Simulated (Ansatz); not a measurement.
# Si2H4 (SMILES [SiH][SiH3]) at UPBE/STO-3G

What is the electronic atomisation energy of Si2H4 at UPBE/STO-3G? 

Program for the calculation: Ansatz 0.2.0.

29 further runs of the same task are left out: 29 set aside as unsound or not needed.

## (1) Starting point

Si2H4: 6 atoms, total charge 0, spin state triplet. SMILES: `[SiH][SiH3]`. The shape is that of a GFN2-xTB optimisation.

Bond lengths: Si1–Si2 2.254 Å, Si1–H3 1.473 Å, Si2–H4 1.467 Å, Si2–H5 1.474 Å, Si2–H6 1.474 Å. Angles: Si1–Si2–H4 105.5°, Si1–Si2–H5 115.5°, Si1–Si2–H6 115.4°, Si2–Si1–H3 128.8°, H4–Si2–H5 107.9°, H4–Si2–H6 107.9°, H5–Si2–H6 104.3°.

## (2) A single-point energy at UPBE/STO-3G

run.yaml reads:

```yaml
crystal:
  periodic: [false, false, false]
  atoms:
    - {symbol: Si, position_ang: [0.322720, -1.575880, 0.287350]}
    - {symbol: Si, position_ang: [-0.300130, 0.523270, -0.245660]}
    - {symbol: H, position_ang: [1.427930, -2.017820, 1.155760]}
    - {symbol: H, position_ang: [-1.456530, 0.376070, -1.136010]}
    - {symbol: H, position_ang: [0.714920, 1.325330, -0.951090]}
    - {symbol: H, position_ang: [-0.708920, 1.369020, 0.889660]}
basis:
  gaussian: {orbitals: STO-3G}
magnetization: {spin_polarized: true, initial_magnetization: 2}
hamiltonian: {xc: {name: PBE}}
accuracy: high
```

Started as:

```console
$ ansatz run run.yaml --threads 1 --pin off --max-ram 2610MiB --events-out events.jsonl --progress --plain --runs-dir runs
```

What it wrote:

```text
Warning: RAYON_NUM_THREADS=1 ignored (pool sized by the plan → 1); use --threads N
Functional definition: PBE
  name "PBE"
  parameter kappa = 0.804
  parameter beta = 0.06672455060314922
  exchange = pbe_x(kappa = kappa, mu = beta*pi^2/3)
  correlation = pbe_c(beta = beta)
388 factors; integrals over basis functions are off by at most 6.1e-9 eV
mean field evaluation 1: about -15623.8521 eV, gradient 1.2e1 eV
mean field evaluation 2: about -15623.9307 eV, gradient 1.1e1 eV
mean field evaluation 4: about -15624.8833 eV, gradient 2.5e-1 eV
mean field evaluation 8: about -15624.8204 eV, gradient 2.3e-3 eV
mean field evaluation 16: about -15624.8204 eV, gradient 6.1e-8 eV
mean field -15624.82038414 eV, -574.2015582334 hartree, gradient 6.1e-8 eV, S^2 2.001871; 0 other end points of the search recorded, 0 dependent functions left out
reference -15624.82038621 eV, -574.2015583096 hartree; 17, 15 occupied and 5, 7 virtual orbitals, 388 factors
Total energy: -15624.82038621 eV, -574.2015583096 hartree
```

Run time: 1.4 s. Hardware: 1 thread of AMD EPYC 9R14 (Zen 4), shared host; peak memory 0.16 GiB.

## (3) The H atom, same level

molecule.yaml reads:

```yaml
crystal:
  periodic: [false, false, false]
  atoms:
    - {symbol: H, position_ang: [0.000000, 0.000000, 0.000000]}
basis:
  gaussian: {orbitals: STO-3G}
magnetization: {spin_polarized: true, initial_magnetization: 1}
hamiltonian: {xc: pbe}
accuracy: high
```

Started as:

```console
$ ansatz run molecule.yaml --threads 1 --pin off --max-ram 2610MiB --events-out events.jsonl --progress --plain --runs-dir runs
```

What it wrote:

```text
Warning: RAYON_NUM_THREADS=1 ignored (pool sized by the plan → 1); use --threads N
[... 6 set-up lines as earlier in the session ...]
1 factors; integrals over basis functions are off by at most 4.6e-10 eV
mean field evaluation 1: about -12.6363 eV, gradient 0.0e0 eV
mean field evaluation 2: about -12.6363 eV, gradient 0.0e0 eV
mean field -12.63630448 eV, -0.4643756244 hartree, gradient 0.0e0 eV, S^2 0.750000; 0 other end points of the search recorded, 0 dependent functions left out
reference -12.63630558 eV, -0.4643756647 hartree; 1, 0 occupied and 0, 1 virtual orbitals, 1 factors
Total energy: -12.63630558 eV, -0.4643756647 hartree
```

It took 0.08 s on 1 thread of AMD EPYC 9R14 (Zen 4), shared host.

## (4) The Si atom at the same level

job.yaml reads:

```yaml
crystal:
  periodic: [false, false, false]
  atoms:
    - {symbol: Si, position_ang: [0.000000, 0.000000, 0.000000]}
basis:
  gaussian:
    orbitals: STO-3G
magnetization:
  spin_polarized: true
  initial_magnetization: 2
hamiltonian:
  xc: {name: PBE}
accuracy: high
```

Started as:

```console
$ ansatz run job.yaml --threads 1 --pin off --max-ram 2610MiB --events-out events.jsonl --progress --plain --runs-dir runs
```

What it wrote:

```text
Warning: RAYON_NUM_THREADS=1 ignored (pool sized by the plan → 1); use --threads N
[... 6 set-up lines as earlier in the session ...]
42 factors; integrals over basis functions are off by at most 1.8e-9 eV
mean field evaluation 1: about -7776.2332 eV, gradient 6.4e-1 eV
mean field evaluation 2: about -7776.2343 eV, gradient 7.1e-2 eV
mean field evaluation 4: about -7776.2336 eV, gradient 1.1e-3 eV
mean field evaluation 8: about -7776.2336 eV, gradient 6.3e-10 eV
mean field evaluation 16: about -7776.2334 eV, gradient 2.7e-4 eV
mean field -7776.23358466 eV, -285.7713133159 hartree, gradient 5.3e-10 eV, S^2 2.000001; 1 other end points of the search recorded, 0 dependent functions left out
reference -7776.23358613 eV, -285.7713133700 hartree; 8, 6 occupied and 1, 3 virtual orbitals, 42 factors
Total energy: -7776.23358613 eV, -285.7713133700 hartree
```

Wall time 0.34 s (1 thread of AMD EPYC 9R14 (Zen 4), shared host).

## (5) Outcome

At UPBE/STO-3G:

| quantity | value |
| --- | --- |
| molecule: total energy | -574.20156 Eh |
| molecule: ⟨S²⟩ | 2.002 |
| H atom: total energy | -0.46438 Eh |
| H atom: ⟨S²⟩ | 0.750 |
| Si atom: total energy | -285.77131 Eh |
| Si atom: ⟨S²⟩ | 2.000 |
| electronic atomisation energy | 21.808 eV |

What this shows: Taking the molecule apart into free atoms costs 21.81 eV (503 kcal/mol), before zero-point energy and without spin-orbit coupling. In a minimal basis such a difference can be off by several eV, whatever the method.
